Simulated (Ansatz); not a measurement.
Which YAML input does this script hand to the engine? (the Python package of Ansatz (0.2.0))

The script, `clgeh3_energy.py`:
```python
"""Single point of ClGeH3."""

import ansatz as az
from ase import Atoms
import numpy as np

SETTINGS = {
    "basis": "def2-SVP",
    "xc": "pbe0",
    "dispersion": "d4",
}


def main() -> None:
    atoms = Atoms(["Cl", "Ge", "H", "H", "H"], positions=[
        (-1.8986, -0.0114, 0.6473),
        (0.1055, -0.0114, -0.0428),
        (0.1742, 0.6591, -1.4521),
        (0.6664, -1.4678, -0.1393),
        (1.0023, 0.7579, 0.9455),
    ])
    clgeh3 = az.Crystal.molecule_from_ase(atoms)

    calculation = (
        clgeh3.calculation()
        .basis(gaussian=SETTINGS["basis"])
        .functional(SETTINGS["xc"], dispersion=SETTINGS["dispersion"])
        .forces()
    )
    res = calculation.run(threads=1)
    rep = res.report

    for key in ("converged", "free_energy_ev", "reference_energy_ev", "n_frozen", "n_occupied", "n_virtual"):
        print(f"{key:22s} {rep[key]}")

    state = rep["mean_field"]["state"]
    print(f"mean field: {state['energy']['hartree']:.7f} Ha, <S^2> = {abs(state['spin_squared']):.4f}, stability: {state.get('stability', {}).get('kind')}")

    symbols = [site.symbol for site in clgeh3.cartesian_sites]
    forces = np.array(rep["forces_ev_ang"])
    print("largest force", round(float(np.linalg.norm(forces, axis=1).max()), 4), "eV/A, rms", round(float(np.sqrt((forces ** 2).mean())), 4))

    charges = rep["charge_distribution"]
    print("dipole moment", round(4.803205 * float(np.linalg.norm(charges["dipole_moment_e_ang"])), 3), "D")
    print("Mulliken:", [(s, round(q, 3)) for s, q in zip(symbols, charges["mulliken_charges_e"])])


if __name__ == "__main__":
    main()
```

```console
$ python clgeh3_energy.py
converged              True
free_energy_ev         -69068.23037566639
reference_energy_ev    -69068.16724080936
n_frozen               0
n_occupied             [26, 26]
n_virtual              [39, 39]
mean field: -2538.2083300 Ha, <S^2> = 0.0000, stability: minimum
largest force 1.4584 eV/A, rms 0.4482
dipole moment 1.482 D
Mulliken: [('Cl', -0.247), ('Ge', 0.41), ('H', -0.052), ('H', -0.055), ('H', -0.055)]
```

`input.yaml`:
```yaml
crystal:
  periodic: [false, false, false]
  atoms:
    - { symbol: Cl, position_ang: [-1.8986, -0.0114, 0.6473] }
    - { symbol: Ge, position_ang: [0.1055, -0.0114, -0.0428] }
    - { symbol: H, position_ang: [0.1742, 0.6591, -1.4521] }
    - { symbol: H, position_ang: [0.6664, -1.4678, -0.1393] }
    - { symbol: H, position_ang: [1.0023, 0.7579, 0.9455] }
basis:
  gaussian: { orbitals: def2-SVP }
hamiltonian:
  xc: pbe0
  dispersion: d4
output:
  forces: true
```

Launched from the shell:
```console
$ ansatz run input.yaml --threads 1 --pin off --max-ram 4096MiB --backend cpu --events-out ev --progress --plain --runs-dir out
Engine: ansatz 0.2.0, aarch64-unknown-linux-gnu
Functional definition: PBE0
  parameter a = 0.25
  parameter kappa = 0.804
  parameter beta = 0.06672455060314922
  exchange = (1 - a)*pbe_x(kappa = kappa, mu = beta*pi^2/3) + a*exact_x
  correlation = pbe_c(beta = beta)
627 factors; integrals over basis functions are off by at most 1.4e-3 eV
mean field evaluation 1: about -69067.8040 eV, gradient 1.5e1 eV
mean field evaluation 2: about -69067.8457 eV, gradient 1.6e1 eV
mean field evaluation 4: about -69068.1337 eV, gradient 1.8e-1 eV
mean field evaluation 8: about -69068.1672 eV, gradient 3.9e-3 eV
mean field -69068.16721983 eV, -2538.2083292436 hartree, gradient 1.1e-5 eV, S^2 0.000000; 0 other end points of the search recorded, 0 dependent functions left out
the calculation of the forces begins
reference -69068.16724081 eV, -2538.2083300145 hartree; 26, 26 occupied and 39, 39 virtual orbitals, 627 factors
Total energy: -69068.23037567 eV, -2538.2106501777 hartree
Atom 0 at    -1.898600    -0.011400     0.647300 Å, force    -0.610134    -0.029553     0.213356 eV/Å
Atom 1 at     0.105500    -0.011400    -0.042800 Å, force     1.282105    -0.187059    -0.669503 eV/Å
Atom 2 at     0.174200     0.659100    -1.452100 Å, force    -0.144768    -0.162328     0.394137 eV/Å
Atom 3 at     0.666400    -1.467800    -0.139300 Å, force    -0.351060     0.325092     0.036731 eV/Å
Atom 4 at     1.002300     0.757900     0.945500 Å, force    -0.176143     0.053848     0.025279 eV/Å
Dipole moment:     0.291640     0.005186    -0.100279 e Å
```

Reading the output:
- Total energies depend on the basis set; only differences at equal settings carry meaning.
- The geometry is a force-field or estimated start, not a minimum of this method, and the basis set is short of its limit.
- Total less reference energy is the dispersion correction.
- Finished in 1.8 s on 1 thread of Arm Neoverse V2, on a shared host, peak memory 0.19 GiB.

(A comment or docstring line of the script was reworded after the run, the code is as it ran; lines on the test bed's own set-up are left out of the output.)
